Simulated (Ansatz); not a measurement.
# HfMoC2: equation of state with LDA+D4

HfMoC2:

```
CELL_PARAMETERS angstrom
3.19142 0.00000 0.00000
0.00000 3.19142 0.00000
0.00000 0.00000 4.48516
ATOMIC_POSITIONS crystal
Hf 0.00000 0.00000 0.00000
Mo 0.50000 0.50000 0.50000
C 0.50000 0.50000 0.00000
C 0.00000 0.00000 0.50000
```

The cell comes from a database or a generator and needn't be the stable form of this composition.

```yaml
Program: Ansatz 0.2.0
Task: equation of state
Functional: LDA
Dispersion: D4
Potentials_or_basis: all-electron LAPW, scalar-relativistic
Basis_error_allowed: 0.002 eV/atom
k_mesh: 8 × 8 × 6
Occupations: fermi-dirac, width 0.05 eV
Spin: no spin polarisation
```

```json
{
 "Equilibrium volume": "10.66 Å³/atom (rough: see the caveat)",
 "Bulk modulus at fixed shape and positions": "325 GPa (rough)"
}
```

Energy against volume, from the lowest point:
```csv
volume (Å³/atom),energy (meV/atom)
10.735,0.00
10.964,7.95
11.192,24.44
11.421,48.59
11.649,79.57
11.877,116.68
12.106,159.25
```

All runs of the series together: 3.3 min on 2 threads of Arm Neoverse V2 (shared host).

Caveat: the minimum lies outside the volumes run; the cell was scaled at fixed shape and fractional positions, which overstates the stiffness of a crystal with free parameters, most of all of layers and chains; the dispersion damping was fitted for another functional or another form of the correction. Spin-orbit coupling is left out, which matters for the levels of Hf.
